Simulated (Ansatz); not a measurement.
# TiO2: the cost of one run

Computed with Ansatz 0.2.0 (DFT PBE+U, scalar-relativistic, plane waves, PAW, unless a step's input says otherwise).

3 further runs of the same task are left out: 3 set aside as unsound or not needed. Runs told in other sessions of the task aren't counted.

## 1. The structure to begin with

Symmetry: P4_2/mnm, No. 136, tetragonal system. The conventional cell has a = 4.640 Å, b = 4.640 Å, c = 3.006 Å, α = 90.00°, β = 90.00°, γ = 90.00°. Around Ti (site symmetry mmm) lie 6 O at 1.97 to 2.01 Å. O (site symmetry m2m) has 3 Ti at 1.97 to 2.01 Å in its first shell of neighbours.

Structure file:

```
CELL_PARAMETERS angstrom
4.64038 0.00000 0.00000
0.00000 4.64038 0.00000
0.00000 0.00000 3.00638
ATOMIC_POSITIONS crystal
Ti 0.00000 0.00000 0.00000
Ti 0.50000 0.50000 0.50000
O 0.30565 0.30565 0.00000
O 0.19435 0.80565 0.50000
O 0.69435 0.69435 0.00000
O 0.80565 0.19435 0.50000
```

This cell was relaxed beforehand with the same method: volume 10.79 Å³/atom, gap on the mesh 2.26 eV.

## 2. Zero of the scan

Contents of input.yaml:

```yaml
crystal:
  lattice:
    - [4.640382412, 0.0, 0.0]
    - [0.0, 4.640382412, 0.0]
    - [0.0, 0.0, 3.0063836717]
  atoms:
    - { symbol: Ti, position: [0.0, 0.0, 0.0] }
    - { symbol: Ti, position: [0.5, 0.5, 0.5] }
    - { symbol: O, position: [0.3056475955, 0.3056475955, 0.0] }
    - { symbol: O, position: [0.1943524045, 0.8056475955, 0.5] }
    - { symbol: O, position: [0.6943524045, 0.6943524045, 0.0] }
    - { symbol: O, position: [0.8056475955, 0.1943524045, 0.5] }
basis:
  ecutwfc: 420
kpoints:
  mp_grid: { grid: [6, 6, 10] }
hamiltonian:
  xc: pbe
  hubbard: { sites: [{ species: Ti, l: d, u_eff: 4.0 }] }
scf:
  occupations: { method: gaussian, width: 0.05 }
output:
  forces: true
  stress: true
  eigenvalues: true
```

Started as:

```console
$ ansatz run input.yaml --threads 2 --pin off --max-ram 5120MiB --backend cpu --events-out ev --progress --plain --runs-dir out
```

Q: Estimate wall time and peak memory on 2 threads of Intel Xeon at 2.50GHz (Skylake/Cascade Lake), shared host.

About 12 s, with a peak of 0.5 GiB.
